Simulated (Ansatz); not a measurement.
# Si: the cost of one run

Computed with Ansatz 0.2.0 (DFT LDA, scalar-relativistic, plane waves, PAW, unless a step's input says otherwise).

**1. The structure to begin with**

The structure is hexagonal, space group P6/mmm (No. 191). Conventional cell: a = 2.621 Å, b = 2.621 Å, c = 2.466 Å, α = 90.00°, β = 90.00°, γ = 120.00°. Around Si (site symmetry 6/mmm) lie 8 Si at 2.47 to 2.62 Å.

As a file:

```cif
data_structure
_symmetry_space_group_name_H-M 'P6/mmm'
_symmetry_Int_Tables_number 191
_cell_length_a 2.6205
_cell_length_b 2.6205
_cell_length_c 2.4664
_cell_angle_alpha 90.000
_cell_angle_beta 90.000
_cell_angle_gamma 120.000
_cell_volume 14.67
loop_
_atom_site_label
_atom_site_type_symbol
_atom_site_symmetry_multiplicity
_atom_site_Wyckoff_symbol
_atom_site_fract_x
_atom_site_fract_y
_atom_site_fract_z
_atom_site_occupancy
Si1 Si 1 a 0.00000 0.00000 0.00000 1
```

It goes back to an entry of the Materials Project, which need not be the stable form.

No relaxation comes first: the listed cell is the starting point.

**2. The reference cell**

The reference gives a free energy of -608.4280 eV, pressure -0.84 GPa, largest force 0.000 eV/Å and gap on the mesh none (metal). It was computed beforehand with the settings of the runs below.

**3. The scan: a strain scan**

The cell is strained by ε times the Voigt pattern (0, 0, 1, 0, 0, 0) (xx, yy, zz, yz, xz, xy; engineering shear), with fractional coordinates fixed (clamped ions). The stress on the pattern is the sum of the stress components weighted by it, tension positive.

**4. At ε = -0.0200**

File input.yaml:

```yaml
crystal:
  lattice:
    - [2.6205428149, 0.0, 0.0]
    - [-1.3102714075, 2.2694566494, 0.0]
    - [0.0, 0.0, 2.4170273022]
  atoms:
    - { symbol: Si, position: [0.0, 0.0, 0.0] }
basis:
  ecutwfc: 420
kpoints:
  mp_grid: { grid: [24, 24, 20] }
hamiltonian:
  xc: lda
scf:
  occupations: { method: gaussian, width: 0.15 }
output:
  forces: true
  stress: true
  eigenvalues: true
```

Started as:

```bash
ansatz run input.yaml --threads 1 --pin off --max-ram 2560MiB --backend cpu --events-out ev --progress --plain --runs-dir out
```

**Question.** How long does this run take on 1 thread of Intel Xeon at 2.50GHz (Skylake/Cascade Lake), shared host, and how much memory does it need?

About 10 s, with a peak of 0.37 GiB.
